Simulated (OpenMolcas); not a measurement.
**Cr²⁺ among point charges: CASSCF and CASPT2 levels and susceptibility**

Aim: the splitting of the states of Cr²⁺ in the field of 6 point charges, its lowest levels with spin-orbit coupling and its magnetic susceptibility.

The numbers are computed with OpenMolcas 26.06 (state-averaged CASSCF and CASPT2, spin-orbit coupling by RASSI with atomic mean-field integrals), except any that are marked as measured or tabulated.

## Step 1: Starting point

| Item | Value |
| --- | --- |
| Species | Cr²⁺ (chromium, Z = 24, 22 electrons) |
| Basis | ANO-RCC-VDZP [5s4p2d1f], 34 functions |
| Scalar Hamiltonian | DKH2, point nucleus |
| Inactive shells | 1s 2s 2p 3s 3p |
| Active space | 4 electrons in 5 orbitals (3d) |
| Some configurations of this space | 3d4 |
| Orbitals | optimised for each spin and parity, averaged over all roots |

The outer shells:

3d4
```
3d [↑ ][↑ ][↑ ][↑ ][  ]
```

The ion sits among 6 point charges of -1 e arranged as a tetragonal octahedron (D4h), 1.89 Å from the ion, with the axial distance 1.550 Å.

The work runs as a chain of OpenMolcas steps in one folder; each step below is one input file. Labels, J, g values, rates, χT and fits are worked out afterwards by a script from the matrices that RASSI stores. The input lists half of the charges; inversion (Group=XYZ) makes the rest.

## Step 2: Basis and integrals

The input, a.inp:

```
&GATEWAY
Coord
1

Cr 0.0 0.0 0.0
Basis=ANO-RCC-VDZP
Group=XYZ
NoMove
AngMom=0.0 0.0 0.0
AMFI
XField
3 Angstrom 0
1.890000 0.000000 0.000000 -1.000000
0.000000 1.890000 0.000000 -1.000000
0.000000 0.000000 1.549800 -1.000000
&SEWARD
```

Command:

```bash
$ OMP_NUM_THREADS=1 MOLCAS_MEM=1689 MOLCAS_PROJECT=a pymolcas a.inp > a.log
```

## Step 3: CASSCF: quintets of even parity, 5 roots

The input, a.inp:

```
&RASSCF
FileOrb=start.orb
Symmetry=1
Spin=5
nActEl=4 0 0
Inactive=3 6
Ras2=5 0
CIRoot=5 5 1
SDav=5
CIMx=300
Iter=120 100
PrWF=0.3
OrbListing=Nothing
MaxOrb=0
>>> COPY $Project.JobIph JOB001
```

start.orb holds the contracted functions of the basis, ordered by shell, or the orbitals of the step before.

## Step 4: CASSCF: triplets of even parity, 45 roots

The input, a.inp:

```
&RASSCF
FileOrb=start.orb
Symmetry=1
Spin=3
nActEl=4 0 0
Inactive=3 6
Ras2=5 0
CIRoot=45 45 1
SDav=45
CIMx=300
Iter=120 100
PrWF=0.3
OrbListing=Nothing
MaxOrb=0
>>> COPY $Project.JobIph JOB002
```

## Step 5: Reference wave functions, singlets of even parity, 50 roots

The input, a.inp:

```
&RASSCF
FileOrb=start.orb
Symmetry=1
Spin=1
nActEl=4 0 0
Inactive=3 6
Ras2=5 0
CIRoot=50 50 1
SDav=50
CIMx=300
Iter=120 100
PrWF=0.3
OrbListing=Nothing
MaxOrb=0
>>> COPY $Project.JobIph JOB003
```

## Step 6: RASSI: spin-orbit coupling between the states

The input, a.inp:

```
&RASSI
NrOfJobIphs=3 5 45 50
1 2 3 4 5
1 2 3 4 5 6 7 8 9 10 11 12 13 14 15 16 17 18 19 20 21 22 23 24 25 26 27
28 29 30 31 32 33 34 35 36 37 38 39 40 41 42 43 44 45
1 2 3 4 5 6 7 8 9 10 11 12 13 14 15 16 17 18 19 20 21 22 23 24 25 26 27
28 29 30 31 32 33 34 35 36 37 38 39 40 41 42 43 44 45 46 47 48 49 50
IphNames
JOB001
JOB002
JOB003
EJob
SpinOrbit
DIPRint=1.0
SOCoupling=1000.0
Subsets=2
Property=9
'ANGMOM' 1 'ANGMOM' 2 'ANGMOM' 3 'MLTPL  1' 1 'MLTPL  1' 2 'MLTPL  1' 3
'AMFI' 1 'AMFI' 2 'AMFI' 3
SOProperty=3
'ANGMOM' 1 'ANGMOM' 2 'ANGMOM' 3
```

## Step 7: CASPT2: IPEA 0.25, imaginary shift 0.1 (closed shells correlated: 3s 3p)

The input, a.inp:

```
>>> COPY JOB001 $Project.JobIph
&CASPT2
Multistate=5 1 2 3 4 5
NoMult
Frozen=2 3
IPEA=0.25
Imaginary=0.1
MaxIter=60
WThr=0.0 0.3 0.05
PrWF=0.5
NoMix
>>> COPY JOB002 $Project.JobIph
&CASPT2
Multistate=45 1 2 3 4 5 6 7 8 9 10 11 12 13 14 15 16 17 18 19 20 21 22
23 24 25 26 27 28 29 30 31 32 33 34 35 36 37 38 39 40 41 42 43 44 45
NoMult
Frozen=2 3
IPEA=0.25
Imaginary=0.1
MaxIter=60
WThr=0.0 0.3 0.05
PrWF=0.5
NoMix
>>> COPY JOB003 $Project.JobIph
&CASPT2
Multistate=50 1 2 3 4 5 6 7 8 9 10 11 12 13 14 15 16 17 18 19 20 21 22
23 24 25 26 27 28 29 30 31 32 33 34 35 36 37 38 39 40 41 42 43 44 45 46
47 48 49 50
NoMult
Frozen=2 3
IPEA=0.25
Imaginary=0.1
MaxIter=60
WThr=0.0 0.3 0.05
PrWF=0.5
NoMix
```

(Steps that only read results are left out.)

Q: Predict the outcome of this session. Wanted: spin-free ground state; first state of the same spin within the active space; lowest level; next level.

As calculated:

```
                                            quantity                                                                        value
                                              method  SS-CASPT2, IPEA 0.25, imaginary shift 0.1 (closed shells correlated: 3s 3p)
                              spin-free ground state                                              5A1, 1-fold in its orbital part
first state of the same spin within the active space                                                             5B1 at 7240 cm⁻¹
                                        lowest level                                                                    1-fold A1
                                          next level                                                                     2.6 cm⁻¹
                                         χT at 300 K                                                               2.96 cm³ K/mol
                           effective moment at 300 K                                                                      4.86 μB
```

Cost by method:

```tsv
method	time of its own steps	time with the reference
A. CASSCF	35 s	35 s
B. SS-CASPT2, IPEA 0.25, imaginary shift 0.1, +3s 3p	6.4 s	42 s
```

Times are of one thread on a shared host.

The spin-free ground state (5A1) comes to 100 % from free-ion D terms and keeps the highest spin of the shell. χT at 300 K is 2.96, against 3.01 cm³ K/mol for the spin alone; near agreement at one temperature doesn't show that the orbital moment is quenched. An active space of the d shell alone favours high spin; real ions in strong fields can be low spin. The field of point charges can differ much from that of real complexes. With metal d orbitals alone active, the gaps between spin states are rough; where two lie within a few thousand cm-1, their order is open. Point charges carry no covalency, so the field is a model and not that of real ligands.
